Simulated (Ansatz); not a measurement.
**C₂H₂BFSe: up Jacob's ladder to CCSD(T)**

The task here is to estimate one member of a computed series from the others.

Computed with Ansatz 0.2.0, Gaussian basis. Level: functionals in def2-TZVPP, the program's frozen cores in correlated methods.

Plan: LDA (SPW92), PBE-D4, revPBE-D4, BLYP-D4, r2SCAN-D4, B97M-V, PBE0-D4, B3LYP-D4, r2SCANh-D4, r2SCAN0-D4, HSE06-D4, BHLYP-D4, CAM-B3LYP-D4, LC-ωPBE, ωB97X-V, ωB97M-V, B2PLYP, PBE-QIDH; CCSD(T)/def2-SVP; CCSD(T)/def2-TZVPP; MP2/def2-QZVPP; extrapolation to the limit; RPA on PBE.

### Structure used throughout

All runs share one geometry, relaxed beforehand with PBE0-D4 in a triple-zeta def2 set.

SMILES `C#C[Se]BF`, 7 atoms, charge 0, spin multiplicity 1.

Atoms are counted from 1 here; the program's logs count them from 0.

Bond lengths: C1–C2 1.202 Å, C1–H6 1.065 Å, C2–Se3 1.826 Å, Se3–B4 1.942 Å, B4–F5 1.312 Å, B4–H7 1.194 Å. Angles: C2–C1–H6 179.4°, C1–C2–Se3 177.0°, C2–Se3–B4 100.0°, Se3–B4–F5 122.2°, Se3–B4–H7 116.6°, F5–B4–H7 121.1°.

Set-up of the first run:

Contents of in.yaml:

```yaml
crystal:
  periodic: [false, false, false]
  atoms:
    - {symbol: C, position_ang: [-0.914479, 1.577907, 1.164222]}
    - {symbol: C, position_ang: [-0.228084, 0.603800, 1.004904]}
    - {symbol: Se, position_ang: [0.833411, -0.874410, 0.855523]}
    - {symbol: B, position_ang: [0.673988, -1.211640, -1.049990]}
    - {symbol: F, position_ang: [-0.054442, -0.455070, -1.835808]}
    - {symbol: H, position_ang: [-1.524620, 2.440714, 1.295024]}
    - {symbol: H, position_ang: [1.275526, -2.149399, -1.479575]}
basis:
  gaussian: {orbitals: def2-TZVPP}
hamiltonian: {xc: lda}
output: {orbitals: {seedname: orbitals}}
```

Launch:

```console
$ ansatz run in.yaml --threads 2 --pin off --events-out ev --progress --plain --max-ram 4352MiB
```

Steps of the session up to this table: LDA; PBE-D4 (GGA); revPBE-D4 (GGA); BLYP-D4 (GGA); r2SCAN-D4 (meta-GGA); B97M-V (meta-GGA); B3LYP-D4 (hybrid); r2SCANh-D4 (hybrid); r2SCAN0-D4 (hybrid); HSE06-D4 (hybrid); BHLYP-D4 (hybrid); CAM-B3LYP-D4 (range-separated); LC-ωPBE (range-separated); ωB97X-V (range-separated); ωB97M-V (range-separated); B2PLYP (double hybrid); PBE-QIDH (double hybrid).

One of the session's tables, all rows but one given; the rest of the session is left out.

It belongs to the step «Frontier levels by functional». 

| functional | HOMO (eV) | gap (eV) |
| --- | --- | --- |
| LDA (SPW92) | -6.41 | 4.05 |
| PBE-D4 | -6.22 | 4.14 |
| revPBE-D4 | -6.15 | 4.18 |
| BLYP-D4 | -6.03 | 4.11 |
| r2SCAN-D4 | -6.43 | 4.64 |
| B97M-V | -6.43 | 4.67 |
| PBE0-D4 | -7.28 | 6.12 |
| B3LYP-D4 | -7.04 | 5.69 |
| r2SCANh-D4 | -6.82 | 5.36 |
| r2SCAN0-D4 | -7.42 | 6.45 |
| HSE06-D4 | -6.89 | 5.35 |
| BHLYP-D4 | -8.18 | 8.05 |
| CAM-B3LYP-D4 | -8.49 | 8.44 |
| LC-ωPBE | ? | ? |
| ωB97X-V | -9.45 | 10.48 |
| ωB97M-V | -9.33 | 10.17 |

Q: Estimate the row for LC-ωPBE from the others.

The run gave: HOMO (eV): -9.80; gap (eV): 10.91. In the column «HOMO (eV)» it is the lowest.
